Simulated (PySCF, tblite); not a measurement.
# C7H9FO+ (doublet): geometry, infrared bands and EPR parameters

What infrared bands and EPR parameters should C7H9FO+ (doublet) (`[O+]=C1C[C@@H]2CC[C@@]1(F)C2`) show?

The runs use tblite 0.8.0 and PySCF 2.14.0, with density-fitted response routines of our own; the level of theory stands in each step. All values are computed, except where a source is named. Atoms count from 0, in the outputs and in this text.

## 1. Starting geometry

18 atoms, charge 1, multiplicity 2; geometry from: force field or distance geometry start.

Bonds of the start (Å): O0–C1 1.21, C1–C2 1.49, C2–C3 1.50, C3–C4 1.50, C4–C5 1.52, C5–C6 1.50, C6–F7 1.33, C6–C8 1.54, C6–C1 1.51, C8–C3 1.53, C2–H9 1.11, C2–H10 1.10, C3–H11 1.08, C4–H12 1.11, C4–H13 1.10, C5–H14 1.11, C5–H15 1.10, C8–H16 1.09, C8–H17 1.08.

## 2. Optimising the geometry with GFN2-xTB

Job settings and geometry (Å):

```
{"job": {"kind": "relax", "xc": "GFN2-xTB", "basis": "xTB"}, "charge": 1, "multiplicity": 2}
O     -1.570500    -2.210200    -0.837200
C     -0.963200    -1.235100    -0.443100
C     -1.499400     0.007600     0.177800
C     -0.326100     0.576300     0.913100
C      0.450600     1.386900    -0.079900
C      0.824800     0.303800    -1.083400
C      0.530900    -1.015900    -0.431800
F      1.275600    -2.062800    -0.781000
C      0.654600    -0.593000     1.041500
H     -1.702800     0.721100    -0.653800
H     -2.407400    -0.149100     0.787400
H     -0.552600     1.050900     1.861900
H      1.332500     1.775300     0.464100
H     -0.165900     2.180600    -0.529600
H      0.215200     0.486800    -1.988500
H      1.890300     0.340800    -1.337900
H      1.657000    -0.185700     1.180700
H      0.347600    -1.372100     1.728000
```

Command:

```bash
$ OMP_NUM_THREADS=1 python probes_run.py task.json out
```

One launch serves the whole session: the jobs run in the order shown.

Log:

```text
step      E/eV     max force
  0    -757.91868    4.473
  1    -758.00698    6.512
  2    -758.23577    0.836
  3    -758.30472    0.734
  4    -758.42469    0.854
  5    -758.45760    0.538
  6    -758.49053    0.779
  7    -758.51211    0.759
  8    -758.52884    0.357
  9    -758.53866    0.318
 10    -758.55449    0.587
 11    -758.57614    0.931
 12    -758.60219    0.926
 13    -758.62349    0.534
 14    -758.63797    0.346
 15    -758.64914    0.500
 16    -758.65927    0.442
 17    -758.66782    0.254
 18    -758.67462    0.226
 19    -758.68020    0.348
 20    -758.68514    0.366
 21    -758.68950    0.253
 22    -758.69354    0.160
 23    -758.69786    0.181
 24    -758.70283    0.217
 25    -758.70808    0.178
 26    -758.71337    0.179
 27    -758.71936    0.207
 28    -758.72563    0.260
 29    -758.73085    0.159
 30    -758.73435    0.329
 31    -758.73769    0.171
 32    -758.74068    0.150
 33    -758.74354    0.106
 34    -758.74452    0.097
 35    -758.74548    0.062
 36    -758.74594    0.054
 37    -758.74628    0.046
 38    -758.74650    0.037
 39    -758.74670    0.041
 40    -758.74693    0.040
 41    -758.74716    0.035
 42    -758.74737    0.038
 43    -758.74757    0.036
 44    -758.74777    0.034
 45    -758.74798    0.037
 46    -758.74821    0.039
 47    -758.74846    0.033
 48    -758.74869    0.037
 49    -758.74888    0.029
 50    -758.74901    0.032
 51    -758.74912    0.030
 52    -758.74919    0.020
 53    -758.74925    0.015
 54    -758.74928    0.015
 55    -758.74931    0.012
 56    -758.74933    0.011
 57    -758.74934    0.006
```

Run time: 0.3 s. Hardware: 1 thread of Arm Neoverse V2, shared host.

Step by step: (not every step is listed)

| step | energy from step 0 (eV) | largest force (eV/Å) |
| --- | --- | --- |
| 0 | 0.0000 | 4.4731 |
| 1 | -0.0883 | 6.5121 |
| 2 | -0.3171 | 0.8358 |
| 3 | -0.3860 | 0.7344 |
| 4 | -0.5060 | 0.8536 |
| 5 | -0.5389 | 0.5382 |
| 6 | -0.5719 | 0.7787 |
| 7 | -0.5934 | 0.7592 |
| 8 | -0.6102 | 0.3574 |
| 12 | -0.6835 | 0.9258 |
| 16 | -0.7406 | 0.4416 |
| 20 | -0.7665 | 0.3661 |
| 24 | -0.7841 | 0.2174 |
| 28 | -0.8070 | 0.2599 |
| 32 | -0.8220 | 0.1498 |
| 36 | -0.8273 | 0.0541 |
| 40 | -0.8283 | 0.0402 |
| 44 | -0.8291 | 0.0341 |
| 48 | -0.8300 | 0.0367 |
| 52 | -0.8305 | 0.0197 |
| 53 | -0.8306 | 0.0150 |
| 54 | -0.8306 | 0.0152 |
| 55 | -0.8306 | 0.0118 |
| 56 | -0.8306 | 0.0110 |
| 57 | -0.8307 | 0.0061 |

Close pairs (by a distance rule), those that changed most:

| bond | before (Å) | after (Å) | change (Å) |
| --- | --- | --- | --- |
| C1–C6 | 1.510 | 1.635 | +0.125 |
| O0–C1 | 1.214 | 1.168 | -0.047 |
| C3–C4 | 1.499 | 1.539 | +0.040 |
| C2–C3 | 1.497 | 1.528 | +0.031 |
| C2–H9 | 1.114 | 1.093 | -0.021 |
| C5–C6 | 1.501 | 1.520 | +0.019 |
| C6–C8 | 1.538 | 1.522 | -0.016 |
| C4–H12 | 1.107 | 1.092 | -0.015 |

The next job starts from the end point, and lists it.

## 3. Vibrational analysis with GFN2-xTB

Job settings and geometry (Å):

```
{"job": {"kind": "ir", "xc": "GFN2-xTB", "basis": "xTB"}, "charge": 1, "multiplicity": 2}
O     -1.492285    -1.824229    -1.359423
C     -1.021909    -1.073120    -0.598825
C     -1.538329    -0.015761     0.321061
C     -0.289951     0.629213     0.921240
C      0.432818     1.392603    -0.203046
C      0.922884     0.277524    -1.129110
C      0.591918    -0.985383    -0.350080
F      1.195705    -2.104418    -0.728350
C      0.609226    -0.595076     1.120479
H     -2.197804     0.667402    -0.220914
H     -2.138480    -0.529438     1.080763
H     -0.483932     1.228569     1.807256
H      1.276661     1.946892     0.212697
H     -0.210458     2.112702    -0.705864
H      0.497782     0.307095    -2.135248
H      2.010779     0.291872    -1.271720
H      1.628061    -0.367319     1.441228
H      0.198556    -1.352811     1.786198
```

Log:

```text
mode    cm-1     km/mol
  1     115.2      2.77
  2     217.8      1.98
  3     266.6      1.03
  4     348.6      4.24
  5     373.0     10.57
  6     403.4      1.28
  7     483.7      1.81
  8     496.2      7.80
  9     537.2      1.45
 10     571.6     20.75
 11     580.3      9.19
 12     746.6     11.52
 13     787.9     17.41
 14     842.4      7.64
 15     861.8     17.96
 16     915.6      5.16
 17     922.7     20.97
 18     945.9      4.05
 19     960.1      8.29
 20     986.4      9.46
 21     990.4     33.72
 22    1035.1     13.01
 23    1054.0      7.02
 24    1069.4     48.89
 25    1099.8     11.09
 26    1124.4     24.55
 27    1127.2     22.60
 28    1178.4     20.43
 29    1208.8     23.48
 30    1213.6      4.73
 31    1229.4     21.81
 32    1257.9      9.34
 33    1286.1      7.27
 34    1302.1    151.39
 35    1361.3     25.35
 36    1395.8    134.43
 37    1439.6     65.29
 38    1448.7     44.59
 39    1915.5    425.30
 40    2912.4     42.64
 41    2936.0     33.58
 42    2971.8     20.75
 43    2979.1     42.24
 44    2983.0      2.94
 45    2986.5     14.02
 46    3023.1      0.80
 47    3028.2      5.54
 48    3033.0      4.67
```

Run time: 0.48 s. Hardware: 1 thread of Arm Neoverse V2, shared host.

The strongest bands and the atoms that carry them (share of the mass-weighted mode):

```csv
cm⁻¹,km/mol,atoms
1069,48.9,"C6 27 %, H15 14 %, C8 10 %"
1302,151.4,"C6 41 %, C5 12 %, H14 10 %"
1396,134.4,"H14 48 %, H15 41 %"
1440,65.3,"H17 27 %, H16 25 %, H13 20 %, H12 18 %"
1449,44.6,"H13 27 %, H12 25 %, H17 19 %, H16 17 %"
1916,425.3,"C1 60 %, O0 39 %"
2912,42.6,H15 87 %
2979,42.2,"H14 52 %, H12 31 %"
```

## 4. EPR parameters: B3LYP/pcH-1

Settings changed since step 3:

```diff
@@ -1,2 +1,2 @@
-{"job": {"kind": "ir", "xc": "GFN2-xTB", "basis": "xTB"}, "charge": 1, "multiplicity": 2}
+{"job": {"kind": "epr", "basis": "pcH-1"}, "charge": 1, "multiplicity": 2}
 O     -1.492285    -1.824229    -1.359423
```

With the program's defaults for keys left out, this is: UKS B3LYP, pcH-1 on C F H O, non-relativistic, mean-field spin-orbit, GIAO.

Log:

```text
UKS, coarse grid
  cycle   1  E = -446.72905719  |g| = 6.89e-01
  cycle   2  E = -445.86212025  |g| = 1.67e+00
  cycle   3  E = -446.88964969  |g| = 2.36e-01
  cycle   4  E = -446.90958980  |g| = 1.21e-01
  cycle   5  E = -446.91477281  |g| = 3.03e-02
  cycle   6  E = -446.91510735  |g| = 1.50e-02
  cycle   7  E = -446.91520456  |g| = 5.45e-03
  cycle   8  E = -446.91522756  |g| = 2.21e-03
  cycle   9  E = -446.91523212  |g| = 4.99e-04
UKS, final grid
  cycle   1  E = -446.91524068  |g| = 4.69e-04
  cycle   2  E = -446.91524061  |g| = 7.68e-04
  cycle   3  E = -446.91524086  |g| = 1.99e-04
  cycle   4  E = -446.91524088  |g| = 1.38e-04
  cycle   5  E = -446.91524090  |g| = 5.27e-05
  cycle   6  E = -446.91524090  |g| = 1.68e-05
E = -446.91524090 Eh   <S^2> = 0.7547 (exact 0.7500)
g shifts (ppm)      1          2          3
  rmc          -270       -270       -270
  gc             33          3         23
  oz_so        -773       2323       6916
  total       -1010       2057       6669
hyperfine (MHz)  atom isotope    a_iso     a_fc   dipolar eigenvalues
    0   17O     -27.42     -27.42   -143.17     66.14     77.03
    1   13C     -55.69     -55.69    -21.75     -5.79     27.54
    2   13C      38.21      38.21    -14.57    -13.29     27.86
    3   13C      -5.72      -5.72     -1.80     -1.17      2.97
    4   13C      -0.03      -0.03     -1.44     -0.87      2.31
    5   13C      -1.09      -1.09     -5.27     -4.49      9.76
    6   13C      12.85      12.85    -30.41    -30.28     60.69
    7   19F      47.55      47.55   -133.82   -127.24    261.06
    8   13C      -3.89      -3.89     -4.84     -4.33      9.17
    9    1H       3.41       3.41     -6.79     -0.70      7.49
   10    1H      14.54      14.54     -6.49     -0.56      7.05
   11    1H      28.77      28.77     -2.23     -1.48      3.71
   12    1H      11.81      11.81     -1.52     -0.99      2.52
   13    1H      -1.17      -1.17     -1.66     -1.03      2.69
   14    1H      21.07      21.07     -4.47     -2.00      6.47
   15    1H      77.31      77.31     -4.10     -0.92      5.03
   16    1H      47.33      47.33     -4.28     -0.76      5.04
   17    1H       6.39       6.39     -3.83     -2.22      6.05
```

Wall time 96 s (1 thread of Arm Neoverse V2, shared host); peak memory 1.1 GiB.

Principal g values 2.00131, 2.00438, 2.00899; g(iso) = 2.00489, against 2.00232 for a free electron.

Hyperfine couplings, nucleus by nucleus at this fixed geometry (no averaging over rotations):

```
nuclei  isotope  a(iso) (MHz)  a(iso) (G, at g = 2.0023)  largest dipolar term (MHz)
   H15       1H          77.3                       27.6                         5.0
    C1      13C         -55.7                      -19.9                        27.5
    F7      19F          47.6                       17.0                       261.1
   H16       1H          47.3                       16.9                         5.0
    C2      13C          38.2                       13.6                        27.9
   H11       1H          28.8                       10.3                         3.7
    O0      17O         -27.4                       -9.8                      -143.2
   H14       1H          21.1                        7.5                         6.5
   H10       1H          14.5                        5.2                         7.0
    C6      13C          12.9                        4.6                        60.7
   H12       1H          11.8                        4.2                         2.5
   H17       1H           6.4                        2.3                         6.0
    C3      13C          -5.7                       -2.0                         3.0
    C8      13C          -3.9                       -1.4                         9.2
```

Mulliken spin populations:

O0 0.46; C1 0.01; C2 0.12; C3 0.00; C4 0.00; C5 0.02; C6 0.22; F7 0.06; C8 0.02; H9 0.00; H10 0.01; H11 0.01; H12 0.00; H13 0.00; H14 0.01; H15 0.03; H16 0.02; H17 0.00

In first order the couplings over 0.8 MHz of 1H, 19F give 992 distinct lines over 92.5 G.

The fields below are evaluated on a grid from the run's orbitals.

ELF in a plane through or near 5 of the atoms.

Ten even steps from '0' (0.00) to '9' (0.99):
```
0000000000000000000000000000
0000000000000000000000000000
0000000000000000000000000000
0000000000000000000000000000
0000000000000000000000000000
0000001564210000000000000000
0000014898643211000000000000
0000002888225743543344200000
0000000125325646712899830000
0000000127995214442899830000
0000189994234213897444300000
0000499996447556326200000000
0000189985456577126420000000
0000012210001112577652000000
0000000000001000467651000000
0000000000012100245320000000
0000000000001000011000000000
0000000000000000000000000000
0000000000000000000000000000
0000000000000000000000000000
```
The map spans 10.0 Å across and 9.9 Å up, centred on the molecule. Atoms in the plane (x, y in Å): C1 (1.1, -1.0), C2 (1.4, 0.4), C4 (-1.0, 1.0), C5 (-1.3, -0.5), H15 (-2.3, -0.7).

On the surface of density 0.002 e/bohr³ the electrostatic potential runs, from the 1st to the 99th percentile, from 3.14 V near F7 to 6.11 V near C1.

The spin density lies nearest to O0 39 %; C6 19 %; C1 11 %; C2 8 %.

## 5. Outcome

| quantity | value |
| --- | --- |
| strongest single infrared mode (GFN2-xTB) | 1916 cm⁻¹, 425 km/mol |
| zero-point energy (GFN2-xTB) | 90.0 kcal/mol |
| g(iso) (B3LYP) | 2.00489 |
| ⟨S²⟩ | 0.755 (exact 0.75) |
| largest a(iso) | 1H on H15, 77.3 MHz |

What this shows: Relaxing lowered the energy by 0.831 eV in 57 steps; the close pair that moved most is C1–C6, from 1.510 to 1.635 Å. No mode is imaginary among the 48: a minimum at this level. The strongest single mode, at 1916 cm⁻¹, moves mainly C1 and O0. Unscaled tight-binding wavenumbers are off by several per cent, some by more. Its intensities can rank the bands wrongly. The largest share of the spin, 0.46 e, sits on O0. The isotropic g lies 2.6 ppt above the free-electron value. The conformer search found further structures of the same energy, which may be mirror or relabelled copies of this one.
